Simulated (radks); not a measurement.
# The first electron to leave Cl

One table from this session's results is given with a row withheld; the runs are named, their logs left out.

The numbers are computed with radks (a radial shooting solver on a logarithmic mesh, Libxc functionals) version 1 (Dirac Kohn-Sham, relativistic LDA (MacDonald-Vosko exchange, VWN5 correlation), spin-unpolarised, spherical densities, finite nucleus), except any that are marked as measured or tabulated.

**Starting point**

* element: chlorine (Z = 17)
* charge: 0
* electrons: 17
* configuration: [Ne] 3s2 3p(1/2: 2, 3/2: 3)
* nuclear rms radius: 3.3654 fm

A shell typed twice in an input gives the lower j, then the higher j.

Set-up of the first run:

Input:

```text
Z 17
configuration [Ne] 3s2 3p2 3p3
relativity Dirac
functional lda_x_rel,vwn5
spin unpolarised
j_filling energy
nucleus finite rms 3.3654 fm
c 137.035999084
```

Among the steps run: The parent, Cl.

One table of the session follows, with a row left open; its other results are not shown here.

It belongs to the step «The parent, Cl». From the orbitals of this run (lengths in bohr):

```
level      <r>  outermost maximum (interpolated)  90 % within  nodes
1s1/2  0.09130                            0.0597        0.163      0
2s1/2   0.4462                             0.363        0.699      1
2p1/2   0.4063                             0.300        0.676      0
2p3/2   0.4086                             0.302        0.679      0
3s1/2    1.537                              1.28         2.34      2
3p1/2    1.838                              1.42         2.93      1
3p3/2        ?                                 ?            ?      ?
```

**Question.** Estimate the row for 3p3/2.

The run gave: <r>: 1.849; outermost maximum (interpolated): 1.43; 90 % within: 2.95; nodes: 1. In the column «<r>» it is the highest.

To keep in mind: Spin polarisation and multiplet splitting are left out, so open shells lie too high by an amount that depends on their filling.
